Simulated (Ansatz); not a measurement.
# CH7ClSi2 (SMILES [SiH3]C[SiH2]Cl): HF/3-21G

Aim: the electronic atomisation energy of CH7ClSi2 at HF/3-21G, from 5 runs. 

The results are computed with Ansatz 0.2.0.

49 further runs of the same task are left out: 49 set aside as unsound or not needed.

## 1. The system as given

The species is CH7ClSi2 (11 atoms), meant as a singlet with charge 0. As SMILES, `[SiH3]C[SiH2]Cl`. The shape is that of a PBE0-D4/def2-TZVP optimisation. This is one conformer, not always the lowest.

Bond lengths: Si1–C2 1.877 Å, C2–Si3 1.856 Å, Si3–Cl4 2.062 Å, Si1–H5 1.486 Å, Si1–H6 1.487 Å, Si1–H7 1.487 Å, C2–H8 1.095 Å, C2–H9 1.095 Å, Si3–H10 1.483 Å, Si3–H11 1.483 Å. Some angles: Si1–C2–Si3 114.4°, C2–Si3–Cl4 110.3°, Si1–C2–H8 108.8°, Si1–C2–H9 108.8°, Si3–C2–H8 108.7°, Si3–C2–H9 108.7°, C2–Si1–H5 110.5°, C2–Si1–H6 110.2°, C2–Si1–H7 110.2°, C2–Si3–H10 111.0°.

## 2. A single-point energy at HF/3-21G

The input, job.yaml:

```yaml
crystal:
  periodic: [false, false, false]
  atoms:
    - symbol: Si
      position_ang: [1.006300, 1.285600, -0.182900]
    - symbol: C
      position_ang: [-0.570400, 0.282700, -0.356100]
    - symbol: Si
      position_ang: [-0.499800, -1.397400, 0.429000]
    - symbol: Cl
      position_ang: [-2.287500, -2.388300, 0.158700]
    - symbol: H
      position_ang: [0.854300, 2.610700, -0.838800]
    - symbol: H
      position_ang: [1.323900, 1.497600, 1.254200]
    - symbol: H
      position_ang: [2.143300, 0.566700, -0.816300]
    - symbol: H
      position_ang: [-1.397400, 0.844300, 0.091100]
    - symbol: H
      position_ang: [-0.797200, 0.162700, -1.420800]
    - symbol: H
      position_ang: [0.561500, -2.228800, -0.187700]
    - symbol: H
      position_ang: [-0.271500, -1.292800, 1.890200]
basis:
  gaussian:
    orbitals: 3-21G.json
output:
  orbitals: {seedname: orbitals}
hamiltonian:
  xc: hf
accuracy: high
```

The basis set 3-21G is read from a file made from the Basis Set Exchange's data (not shown).

On the command line:

```console
$ ansatz run job.yaml --threads 1 --pin off --max-ram 2610MiB --events-out events.jsonl --progress --plain --runs-dir runs
```

What it wrote:

```text
Warning: RAYON_NUM_THREADS=1 ignored (pool sized by the plan → 1); use --threads N
Functional definition: HF
  name "HF"
  exchange = exact_x
  correlation = 0
1488 factors; integrals over basis functions are off by at most 6.7e-9 eV
mean field evaluation 1: about -29219.2654 eV, gradient 2.0e1 eV
mean field evaluation 2: about -29219.5849 eV, gradient 2.0e1 eV
mean field evaluation 4: about -29220.9006 eV, gradient 1.8e0 eV
mean field evaluation 8: about -29220.9154 eV, gradient 7.4e-2 eV
mean field evaluation 16: about -29220.9154 eV, gradient 2.1e-8 eV
mean field -29220.91538721 eV, -1073.8488338322 hartree, gradient 2.1e-8 eV, S^2 0.000000; 0 other end points of the search recorded, 0 dependent functions left out
reference -29220.91538721 eV, -1073.8488338322 hartree; 29, 29 occupied and 33, 33 virtual orbitals, 1488 factors
Total energy: -29220.91538721 eV, -1073.8488338322 hartree
```

It took 1 s on 1 thread of Arm Neoverse V2, shared host; peak memory 0.16 GiB.

## 3. The C atom

The input, input.yaml:

```yaml
crystal:
  periodic: [false, false, false]
  atoms:
    - {symbol: C, position_ang: [0.000000, 0.000000, 0.000000]}
basis:
  gaussian:
    orbitals: 3-21G.json
accuracy: high
magnetization:
  spin_polarized: true
  initial_magnetization: 2
hamiltonian:
  xc: hf
```

The basis set 3-21G is read from a file made from the Basis Set Exchange's data (not shown).

Run the same way, it converges to -37.48107 Eh (log not shown).

## 4. The Cl atom, same level

The input, molecule.yaml:

```yaml
basis:
  gaussian:
    orbitals: 3-21G.json
crystal:
  periodic: [false, false, false]
  atoms:
    - {symbol: Cl, position_ang: [0.000000, 0.000000, 0.000000]}
accuracy: high
magnetization:
  spin_polarized: true
  initial_magnetization: 1
hamiltonian:
  xc: hf
```

The basis set 3-21G is read from a file made from the Basis Set Exchange's data (not shown).

Run the same way, it converges to -457.27655 Eh (log not shown).

## 5. The H atom

The input, run.yaml:

```yaml
crystal:
  periodic: [false, false, false]
  atoms:
    - {symbol: H, position_ang: [0.000000, 0.000000, 0.000000]}
basis:
  gaussian:
    orbitals: 3-21G.json
magnetization:
  spin_polarized: true
  initial_magnetization: 1
hamiltonian:
  xc: hf
accuracy: high
```

The basis set 3-21G is read from a file made from the Basis Set Exchange's data (not shown).

Run the same way, it converges to -0.49620 Eh (log not shown).

## 6. The Si atom at the same level

The input, molecule.yaml:

```yaml
crystal:
  periodic: [false, false, false]
  atoms:
    - {symbol: Si, position_ang: [0.000000, 0.000000, 0.000000]}
basis:
  gaussian: {orbitals: 3-21G.json}
magnetization: {spin_polarized: true, initial_magnetization: 2}
accuracy: high
hamiltonian: {xc: hf}
```

The basis set 3-21G is read from a file made from the Basis Set Exchange's data (not shown).

Run the same way, it converges to -287.34443 Eh (log not shown).

## 7. Results

At HF/3-21G:

```
                     quantity           value
       molecule: total energy  -1073.84883 Eh
        molecule: HOMO energy       -11.80 eV
        molecule: LUMO energy         3.42 eV
      molecule: HOMO–LUMO gap        15.22 eV
         C atom: total energy    -37.48107 Eh
                 C atom: ⟨S²⟩           2.001
        Cl atom: total energy   -457.27655 Eh
                Cl atom: ⟨S²⟩           0.750
         H atom: total energy     -0.49620 Eh
                 H atom: ⟨S²⟩           0.750
        Si atom: total energy   -287.34443 Eh
                Si atom: ⟨S²⟩           2.000
electronic atomisation energy       25.278 eV
```

**Reading.** Taking the molecule apart into free atoms costs 25.28 eV (583 kcal/mol), before zero-point energy and without spin-orbit coupling. Hartree–Fock lacks the correlation of the bonding pairs, which as a rule makes this value much too low; in minimal bases other errors can mask that. The basis has no polarisation functions, which makes bonds too weak.
